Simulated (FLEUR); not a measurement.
# BiTe: equation of state with PBE

Crystal: BiTe.

```
CELL_PARAMETERS angstrom
0.00000 3.23500 3.23500
3.23500 0.00000 3.23500
3.23500 3.23500 0.00000
ATOMIC_POSITIONS crystal
Bi 0.00000 0.00000 0.00000
Te 0.50000 0.50000 0.50000
```

| Quantity | Value |
| --- | --- |
| Program | FLEUR MaX-R8.1 (later development tree) |
| Task | equation of state |
| Functional | PBE |
| Potentials or basis | all-electron |
| Basis | FLAPW |
| Kmax | 4.1 1/bohr |
| k mesh | 7 × 7 × 7 |
| Occupations | fermi-dirac, width 0.05 eV |
| Spin | no spin polarisation |

```json
{
  "Equilibrium volume": "34.53 Å³/atom",
  "Bulk modulus": "46 GPa",
  "Pressure derivative of the bulk modulus": "4.5"
}
```

Energy against volume, from the lowest point:
```
volume (Å³/atom)  energy (meV/atom)
          31.824              35.65
          32.501              19.28
          33.178               8.27
          33.855               1.98
          34.532               0.00
          35.209               1.90
          35.886               7.21
```

 PBE usually gives volumes a little too large and moduli too small.
